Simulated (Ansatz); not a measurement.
**C3H5IS: up Jacob's ladder to CCSD(T)**

An exercise on one series of results from a longer session: the logs are not shown, and one member is left open.

The runs use Ansatz 0.2.0, Gaussian basis; functionals in def2-TZVPP, the program's frozen cores in correlated methods.

The runs, in order: LDA (SPW92), PBE-D4, revPBE-D4, BLYP-D4, r2SCAN-D4, B97M-V, PBE0-D4, B3LYP-D4, r2SCANh-D4, r2SCAN0-D4, HSE06-D4, BHLYP-D4, CAM-B3LYP-D4, LC-ωPBE, ωB97X-V, ωB97M-V, B2PLYP, PBE-QIDH; CCSD(T)/def2-SVP; CCSD(T)/def2-TZVPP; MP2/def2-QZVPP; extrapolation to the limit; RPA on PBE.

## The relaxed structure

The geometry comes from an earlier relaxation with PBE0-D4 in a triple-zeta def2 set; it is a stationary point, not always the lowest conformer. I takes the def2 core potential; no spin-orbit term is included.

SMILES `CC(=S)CI`, 10 atoms, charge 0, spin multiplicity 1.

Atoms are counted from 1 here; the program's logs count them from 0.

Bond lengths: C1–C2 1.492 Å, C1–H6 1.096 Å, C1–H7 1.087 Å, C1–H8 1.094 Å, C2–S3 1.619 Å, C2–C4 1.488 Å, C4–I5 2.159 Å, C4–H9 1.090 Å, C4–H10 1.085 Å. Angles: C2–C1–H6 109.5°, C2–C1–H7 111.2°, C2–C1–H8 110.4°, H6–C1–H7 109.3°, H6–C1–H8 106.6°, H7–C1–H8 109.8°, C1–C2–S3 123.4°, C1–C2–C4 116.3°, S3–C2–C4 120.3°, C2–C4–I5 110.4°, C2–C4–H9 112.4°, C2–C4–H10 112.2°, I5–C4–H9 104.2°, I5–C4–H10 105.4°, H9–C4–H10 111.7°.

Set-up of the first run:

Contents of in.yaml:

```yaml
crystal:
  periodic: [false, false, false]
  atoms:
    - {symbol: C, position_ang: [-0.769481, -1.007242, 0.305825]}
    - {symbol: C, position_ang: [0.534672, -0.385016, -0.064538]}
    - {symbol: S, position_ang: [1.857749, -1.242724, -0.434065]}
    - {symbol: C, position_ang: [0.588358, 1.101935, -0.033661]}
    - {symbol: I, position_ang: [-0.493388, 1.929492, -1.708857]}
    - {symbol: H, position_ang: [-1.027156, -0.730045, 1.334617]}
    - {symbol: H, position_ang: [-0.725629, -2.090476, 0.226462]}
    - {symbol: H, position_ang: [-1.570836, -0.621690, -0.331780]}
    - {symbol: H, position_ang: [0.087551, 1.517639, 0.840844]}
    - {symbol: H, position_ang: [1.601259, 1.476925, -0.131949]}
basis:
  gaussian: {orbitals: def2-TZVPP}
hamiltonian: {xc: lda}
output: {orbitals: {seedname: orbitals}}
```

Among the steps run: LDA; PBE-D4 (GGA); revPBE-D4 (GGA); BLYP-D4 (GGA); r2SCAN-D4 (meta-GGA); B97M-V (meta-GGA); PBE0-D4 (hybrid); B3LYP-D4 (hybrid); r2SCANh-D4 (hybrid); r2SCAN0-D4 (hybrid); HSE06-D4 (hybrid); BHLYP-D4 (hybrid); CAM-B3LYP-D4 (range-separated); LC-ωPBE (range-separated); ωB97X-V (range-separated); ωB97M-V (range-separated); B2PLYP (double hybrid); PBE-QIDH (double hybrid).

One table of the session follows, with a row left open; its other results are not shown here.

It belongs to the step «Frontier levels by functional». 

```
  functional  HOMO (eV)  LUMO (eV)  gap (eV)
 LDA (SPW92)      -5.53      -3.70      1.83
      PBE-D4      -5.40      -3.51      1.90
   revPBE-D4      -5.35      -3.43      1.91
     BLYP-D4      -5.24      -3.35      1.90
   r2SCAN-D4      -5.63      -3.43      2.20
      B97M-V      -5.69      -3.31      2.38
     PBE0-D4      -6.63      -2.66      3.97
    B3LYP-D4          ?          ?         ?
  r2SCANh-D4      -6.09      -3.11      2.98
  r2SCAN0-D4      -6.78      -2.62      4.15
    HSE06-D4      -6.23      -3.03      3.19
    BHLYP-D4      -7.71      -1.63      6.07
CAM-B3LYP-D4      -7.95      -1.55      6.40
     LC-ωPBE      -9.35      -0.50      8.85
     ωB97X-V      -8.99      -0.55      8.44
     ωB97M-V      -8.83      -0.60      8.23
```

**Question.** Estimate the row for B3LYP-D4.

Worked estimate for «HOMO (eV)». Against the share of exact exchange, BLYP-D4 (0, -5.24), BHLYP-D4 (0.5, -7.71) give a slope of -4.94 per unit share; at 0.2 the line stands at -6.23.

**Answer.** HOMO (eV): -6.38; LUMO (eV): -2.83; gap (eV): 3.55. In «HOMO (eV)» the line misses by +0.15.
